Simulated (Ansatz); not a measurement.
**AsH₄− (singlet): from Hartree-Fock to the top rungs at a displaced geometry (v2), aug-cc-pVDZ**

One table from this session's results is given with a row withheld; the runs are named, their logs left out.

Computed with Ansatz 0.2.0, Gaussian basis. Level: aug-cc-pVDZ, core rule «outside noble gas», up to 14 orbitals frozen.

Plan: UHF; CCSD(T) on RHF; BCCD(T) on RHF; CISD; CCSDT(Q) on RHF; CASSCF and MRCISD+Q, 10 electrons in 8 orbitals; CASSCF and NEVPT2, 10 electrons in 8 orbitals.

12 further runs of the same task are left out: 4 that didn't finish, 8 set aside as unsound or not needed.

### The system

The geometry is a PBE0/def2-TZVPD stationary point (not a proven minimum) with its atoms shifted at random (size 0.100 Å). No spin-orbit coupling is included. The filled d shell of As may be among the frozen orbitals whatever the setting's name suggests; the logs give the count.

5 atoms, charge -1, spin multiplicity 1.

Atoms are counted from 1 here; the program's logs count them from 0.

Bond lengths: As1–H3 1.597 Å, As1–H4 1.465 Å. Angles: H3–As1–H4 93.1°.

Set-up of the first run:

in.yaml

```yaml
crystal:
  periodic: [false, false, false]
  atoms:
    - {symbol: As, position_ang: [0.036647, 0.002470, 0.000570]}
    - {symbol: H, position_ang: [-0.374551, 0.010843, 1.842135]}
    - {symbol: H, position_ang: [-1.057365, -1.161018, 0.003983]}
    - {symbol: H, position_ang: [-0.974256, 1.062590, 0.022197]}
    - {symbol: H, position_ang: [-0.317880, -0.095983, -1.910658]}
basis:
  gaussian: {orbitals: aug-cc-pVDZ}
total_charge: -1
magnetization: {spin_polarized: true, initial_magnetization: 0}
hamiltonian: {xc: hf}
output: {orbitals: {seedname: orbitals}}
```

Started as:

```bash
$ ansatz run in.yaml --threads 1 --pin off --events-out ev --progress --plain --max-ram 2393MiB
```

Among the steps run: UHF; CCSD(T) on RHF; BCCD(T) on RHF; CISD; CCSDT(Q) on RHF; CASSCF and MRCISD+Q, 10 electrons in 8 orbitals; CASSCF and NEVPT2, 10 electrons in 8 orbitals.

One table of the session follows, with a row left open; its other results are not shown here.

| method | from RCCSDT(Q) (meV) |
| --- | --- |
| RHF | +5855.4 |
| RMP2 | ? |
| CISD | +679.3 |
| RCCSD | +226.4 |
| RCCSD(T) | +38.6 |
| BCCD(T) | +38.1 |
| RCCSDT | +9.2 |
| RCCSDT(Q) | 0 |
| CASSCF valence | +4416.9 |
| NEVPT2 valence | +1225.6 |
| MRCISD valence | +395.4 |
| MRCISD+Q valence | +38.5 |

Q: Estimate the row for RMP2 from the others.

As computed: from RCCSDT(Q) (meV): +1199.5. In the column «from RCCSDT(Q) (meV)» it lies between CISD (+679.3) and NEVPT2 valence (+1225.6).
